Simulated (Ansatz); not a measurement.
**CCSD(T)/cc-pVDZ run of CH3Cl3Si (SMILES C[Si](Cl)(Cl)Cl)**

What is the energy change on altering one bond length of CH3Cl3Si at CCSD(T)/cc-pVDZ? 

The results are computed with Ansatz 0.2.0.

80 further runs of the same task are left out: 6 that didn't finish, 74 set aside as unsound or not needed.

## 1. The structure to begin with

CH3Cl3Si: 8 atoms, total charge 0, spin state singlet. SMILES: `C[Si](Cl)(Cl)Cl`. The coordinates come from a PBE0-D4/def2-TZVP relaxation.

Bond lengths: C1–Si2 1.841 Å, Si2–Cl3 2.039 Å, Si2–Cl4 2.039 Å, Si2–Cl5 2.039 Å, C1–H6 1.092 Å, C1–H7 1.092 Å, C1–H8 1.092 Å. Some angles: C1–Si2–Cl3 110.7°, C1–Si2–Cl4 110.7°, C1–Si2–Cl5 110.6°, Cl3–Si2–Cl4 108.3°, Cl3–Si2–Cl5 108.3°, Cl4–Si2–Cl5 108.3°, Si2–C1–H6 110.0°, Si2–C1–H7 110.0°, Si2–C1–H8 110.0°, H6–C1–H7 109.0°.

## 2. The energy at CCSD(T)/cc-pVDZ

molecule.yaml reads:

```yaml
crystal:
  periodic: [false, false, false]
  atoms:
    - {symbol: C, position_ang: [-0.728900, -0.279600, 0.686100]}
    - {symbol: Si, position_ang: [0.568900, 0.197900, -0.528700]}
    - {symbol: Cl, position_ang: [2.360400, -0.640000, -0.033600]}
    - {symbol: Cl, position_ang: [0.065900, -0.429500, -2.402200]}
    - {symbol: Cl, position_ang: [0.801200, 2.223000, -0.573800]}
    - {symbol: H, position_ang: [-0.844500, -1.365200, 0.700800]}
    - {symbol: H, position_ang: [-0.448300, 0.061100, 1.684800]}
    - {symbol: H, position_ang: [-1.682600, 0.175200, 0.410800]}
basis:
  gaussian:
    orbitals: cc-pVDZ
correlation:
  method: ccsd_t
  frozen_orbitals: {C: 1, Cl: 5, H: 0, Si: 5}
accuracy: high
scf:
  omitted_lower_state_checks: [cluster_reference, increment]
```

Launch:

```sh
$ ansatz run molecule.yaml --threads 1 --pin off --max-ram 3480MiB --events-out events.jsonl --progress --plain --runs-dir runs
```

The program printed, shortened:

```text
Warning: RAYON_NUM_THREADS=1 ignored (pool sized by the plan → 1); use --threads N
Functional definition: HF
  name "HF"
[...]
2365 factors; integrals over basis functions are off by at most 3.4e-9 eV
[...]
mean field -46456.16637174 eV, -1707.2326250408 hartree, gradient 1.1e-8 eV, S^2 0.000000; 0 other end points of the search recorded, 0 dependent functions left out
21 core orbitals not correlated: weight in the atoms' cores, before any rotation towards them, 1.000 or more for the frozen orbitals, at most 0.000 for the correlated occupied ones
reference -46456.16637174 eV, -1707.2326250408 hartree; 16, 16 occupied and 64, 64 virtual orbitals, 2365 factors
second order -17.33629645 eV of doubles, -0.00000000 eV of singles
cycle   1  -18.37169038 eV  change    -1.0e0 eV  update   7.9e-2
[...]
cycle  19  -18.77488526 eV  change    2.0e-9 eV  update   1.8e-9
perturbative correction -0.45262713 eV, -0.0166337402 hartree
Total energy: -46475.39388413 eV, -1707.9392230883 hartree
Checks for a lower state left out: cluster_reference, increment
```

It took 33 s on 1 thread of Arm Neoverse V1, shared host; peak memory 0.62 GiB.

## 3. The distorted shape

run.yaml reads:

```yaml
crystal:
  periodic: [false, false, false]
  atoms:
    - symbol: C
      position_ang: [-0.326503, 0.222316, 2.184889]
    - symbol: Si
      position_ang: [0.971297, 0.699816, 0.970089]
    - symbol: Cl
      position_ang: [2.762797, -0.138084, 1.465189]
    - symbol: Cl
      position_ang: [0.065900, -0.429500, -2.402200]
    - symbol: Cl
      position_ang: [1.203597, 2.724916, 0.924989]
    - symbol: H
      position_ang: [-0.442103, -0.863284, 2.199589]
    - symbol: H
      position_ang: [-0.045903, 0.563016, 3.183589]
    - symbol: H
      position_ang: [-1.280203, 0.677116, 1.909589]
basis:
  gaussian: {orbitals: cc-pVDZ}
correlation: {method: ccsd_t, frozen_orbitals: {C: 1, Cl: 5, H: 0, Si: 5}}
accuracy: high
scf: {omitted_lower_state_checks: [cluster_reference, increment]}
```

Launch:

```sh
$ ansatz run run.yaml --threads 1 --pin off --max-ram 3480MiB --events-out events.jsonl --progress --plain --runs-dir runs
```

The program printed, shortened:

```text
Warning: RAYON_NUM_THREADS=1 ignored (pool sized by the plan → 1); use --threads N
Functional definition: HF
  name "HF"
[...]
2299 factors; integrals over basis functions are off by at most 3.9e-9 eV
[...]
mean field -46451.65170984 eV, -1707.0667142763 hartree, gradient 2.3e-8 eV, S^2 0.000000; 0 other end points of the search recorded, 0 dependent functions left out; unrestricted orbitals would lower it
21 core orbitals not correlated: weight in the atoms' cores, before any rotation towards them, 1.000 or more for the frozen orbitals, at most 0.000 for the correlated occupied ones
reference -46451.65170984 eV, -1707.0667142763 hartree; 16, 16 occupied and 64, 64 virtual orbitals, 2299 factors
second order -17.58727715 eV of doubles, -0.00000000 eV of singles
cycle   1  -18.48177279 eV  change   -8.9e-1 eV  update   1.7e-1
[...]
cycle  30  -19.18903026 eV  change  -6.0e-10 eV  update   1.3e-9
perturbative correction -0.76033373 eV, -0.0279417491 hartree
Total energy: -46471.60107383 eV, -1707.7998398806 hartree
Checks for a lower state left out: cluster_reference, increment
```

It took 43 s on 1 thread of Arm Neoverse V1, shared host; peak memory 0.61 GiB.

## 4. What came out

Level: CCSD(T)/cc-pVDZ, 21 core orbitals frozen.

| quantity | value |
| --- | --- |
| first shape: total energy | -1707.93922 Eh |
| first shape: correlation energy (21 core orbitals frozen) | -706.6 mEh |
| first shape: (T) correction | -16.63 mEh |
| first shape: T1 diagnostic | 0.008 |
| distorted shape: total energy | -1707.79984 Eh |
| distorted shape: correlation energy (21 core orbitals frozen) | -733.1 mEh |
| distorted shape: (T) correction | -27.94 mEh |
| distorted shape: T1 diagnostic | 0.039 |
| energy change with the Si2–Cl4 bond stretched from 2.039 to 3.670 Å | 3.793 eV |

In words: One bond (distorted shape) is far stretched, which a spin-restricted single reference describes badly; perturbation theory on it can break down and give far too much correlation. With the Si2–Cl4 bond stretched from 2.039 to 3.670 Å the energy rises by 3.79 eV (366 kJ/mol). The first shape isn't relaxed at this level, so the change isn't measured from a minimum. A restricted reference can't describe the breaking bond well at this length. The triples (first shape) make up 2.4 % of the correlation energy. The T1 diagnostic (distorted shape) of 0.039 is above the customary mark for such species, so a single reference may not serve. The restricted solution (distorted shape) is unstable to spin breaking: an unrestricted one lies lower. The triples (distorted shape) make up 3.8 % of the correlation energy.
